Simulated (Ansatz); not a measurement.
Turn this script for the Python package of Ansatz (0.2.0) into the input file that the command-line program reads.

`energy.py`:
```python
"""Electronic structure of the CH8BrGeNSi molecule."""

import json
import sys
import warnings

import ansatz as az
import numpy as np

BASIS_SET = "cc-pVDZ"
FUNCTIONAL = "revpbe0"

GEOMETRY = """
C    -1.59720   -0.98270   -0.38280
N    -0.88580   -0.03090   -1.23010
Ge   -0.01690    1.22380   -0.14620
Si    1.72430    0.21410    0.99630
Br    3.10940   -0.77530   -0.48220
H    -2.11580   -1.72660   -1.02330
H    -2.36440   -0.45750    0.22550
H    -0.89240   -1.52460    0.28510
H    -0.14210   -0.55440   -1.74610
H    -1.02260    1.83160    0.86480
H     0.55840    2.35340   -1.03770
H     1.18330   -0.79970    1.91370
H     2.46200    1.22880    1.76310
"""

warnings.simplefilter("ignore", az.DeckWarning)

geometry = az.Crystal.molecule()
for line in GEOMETRY.strip().splitlines():
    symbol, *xyz = line.split()
    geometry = geometry.atom(symbol, [float(v) for v in xyz])

job = (
    geometry.calculation()
    .basis(gaussian=BASIS_SET)
    .functional(FUNCTIONAL)
    .forces()
)
try:
    report = job.run().report
except az.AnsatzError as error:
    sys.exit(f"{type(error).__name__}: {error}")

print("reference energy %16.6f eV" % report["reference_energy_ev"])
print("total energy     %16.6f eV" % report["free_energy_ev"])
print("occupied orbitals outside the frozen core (up, down):", report["n_occupied"], " frozen:", report["n_frozen"], " virtual:", report["n_virtual"])

symbols = [site.symbol for site in geometry.cartesian_sites]
forces = np.array(report["forces_ev_ang"])
print("largest force", round(float(np.linalg.norm(forces, axis=1).max()), 4), "eV/A, rms", round(float(np.sqrt((forces ** 2).mean())), 4))

charges = report["charge_distribution"]
dipole = np.array(charges["dipole_moment_e_ang"]) * 4.803205
print("dipole (D): {:.3f} {:.3f} {:.3f}, length {:.3f}".format(*dipole, np.linalg.norm(dipole)))
print("atom  Mulliken   Lowdin")
for symbol, m, l in zip(symbols, charges["mulliken_charges_e"], charges["lowdin_charges_e"]):
    print(f"{symbol:4s} {m:9.3f} {l:8.3f}")
with open("ch8brgensi.json", "w") as handle:
    json.dump({k: report[k] for k in ("free_energy_ev", "reference_energy_ev", "n_occupied", "n_virtual")}, handle, indent=1)
```

Output of `python energy.py`:
```text
reference energy   -137087.884355 eV
total energy       -137087.884355 eV
occupied orbitals outside the frozen core (up, down): [51, 51]  frozen: 0  virtual: [89, 89]
largest force 1.134 eV/A, rms 0.3247
dipole (D): -0.677 -0.154 1.102, length 1.303
atom  Mulliken   Lowdin
C       -0.003   -0.047
N       -0.402    0.059
Ge       0.311    0.085
Si       0.191   -0.024
Br      -0.226    0.100
H        0.045    0.003
H        0.059    0.013
H        0.035   -0.005
H        0.124    0.005
H       -0.046   -0.046
H       -0.043   -0.047
H       -0.025   -0.050
H       -0.020   -0.047
```

`input.yaml`:
```yaml
crystal:
  periodic: [false, false, false]
  atoms:
    - { symbol: C, position_ang: [-1.5972, -0.9827, -0.3828] }
    - { symbol: "N", position_ang: [-0.8858, -0.0309, -1.2301] }
    - { symbol: Ge, position_ang: [-0.0169, 1.2238, -0.1462] }
    - { symbol: Si, position_ang: [1.7243, 0.2141, 0.9963] }
    - { symbol: Br, position_ang: [3.1094, -0.7753, -0.4822] }
    - { symbol: H, position_ang: [-2.1158, -1.7266, -1.0233] }
    - { symbol: H, position_ang: [-2.3644, -0.4575, 0.2255] }
    - { symbol: H, position_ang: [-0.8924, -1.5246, 0.2851] }
    - { symbol: H, position_ang: [-0.1421, -0.5544, -1.7461] }
    - { symbol: H, position_ang: [-1.0226, 1.8316, 0.8648] }
    - { symbol: H, position_ang: [0.5584, 2.3534, -1.0377] }
    - { symbol: H, position_ang: [1.1833, -0.7997, 1.9137] }
    - { symbol: H, position_ang: [2.462, 1.2288, 1.7631] }
basis:
  gaussian: { orbitals: cc-pVDZ }
hamiltonian:
  xc: revpbe0
output:
  forces: true
```

On the command line:
```console
$ ansatz run input.yaml --threads 1 --pin off --max-ram 4096MiB --backend cpu --events-out ev --progress --plain --runs-dir out
Engine: ansatz 0.2.0, aarch64-unknown-linux-gnu
Functional definition: revPBE0
  parameter a = 0.25
  parameter kappa = 1.245
  parameter beta = 0.06672455060314922
  exchange = (1 - a)*pbe_x(kappa = kappa, mu = beta*pi^2/3) + a*exact_x
  correlation = pbe_c(beta = beta)
1437 factors; integrals over basis functions are off by at most 9.9e-4 eV
mean field evaluation 1: about -137082.9530 eV, gradient 4.6e1 eV
mean field evaluation 2: about -137074.5746 eV, gradient 7.3e1 eV
mean field evaluation 4: about -137087.7283 eV, gradient 3.6e0 eV
mean field evaluation 8: about -137087.8842 eV, gradient 1.9e-1 eV
mean field evaluation 16: about -137087.8843 eV, gradient 5.8e-5 eV
mean field -137087.88431567 eV, -5037.8868270955 hartree, gradient 5.8e-5 eV, S^2 0.000000; 0 other end points of the search recorded, 0 dependent functions left out
the calculation of the forces begins
reference -137087.88435523 eV, -5037.8868285494 hartree; 51, 51 occupied and 89, 89 virtual orbitals, 1437 factors
Total energy: -137087.88435523 eV, -5037.8868285494 hartree
Atom 0 at    -1.597200    -0.982700    -0.382800 Å, force    -0.032498    -0.444593    -0.164935 eV/Å
Atom 1 at    -0.885800    -0.030900    -1.230100 Å, force     0.514260    -0.042968    -0.340659 eV/Å
Atom 2 at    -0.016900     1.223800    -0.146200 Å, force    -0.319777     0.775813    -0.762774 eV/Å
Atom 3 at     1.724300     0.214100     0.996300 Å, force     0.327664    -0.093652     0.129421 eV/Å
Atom 4 at     3.109400    -0.775300    -0.482200 Å, force     0.049070    -0.058963    -0.004638 eV/Å
Atom 5 at    -2.115800    -1.726600    -1.023300 Å, force     0.040660     0.110833     0.255314 eV/Å
Atom 6 at    -2.364400    -0.457500     0.225500 Å, force     0.245184    -0.213583    -0.148582 eV/Å
Atom 7 at    -0.892400    -1.524600     0.285100 Å, force    -0.480834    -0.181333     0.177063 eV/Å
Atom 8 at    -0.142100    -0.554400    -1.746100 Å, force    -0.683291     0.530768     0.319648 eV/Å
Atom 9 at    -1.022600     1.831600     0.864800 Å, force    -0.046169    -0.101092    -0.114529 eV/Å
Atom 10 at     0.558400     2.353400    -1.037700 Å, force    -0.080955    -0.041899     0.010418 eV/Å
Atom 11 at     1.183300    -0.799700     1.913700 Å, force     0.018648    -0.476277     0.340034 eV/Å
Atom 12 at     2.462000     1.228800     1.763100 Å, force     0.448039     0.236946     0.304218 eV/Å
Dipole moment:    -0.141018    -0.031981     0.229533 e Å
```

Caveats:
- Total energies depend on the basis set; only differences at equal settings carry meaning.
- The geometry is a force-field or estimated start, not a minimum of this method, and the basis set is short of its limit.
- The Löwdin charges here are taken after orthogonalising the functions within each atom; they differ from plain Löwdin charges, and their signs can be unphysical.
- Timing: 15 s on 1 thread of Arm Neoverse V1, with other jobs on the host, peak memory 0.49 GiB.

(Lines on the test bed's own set-up are left out of the output.)
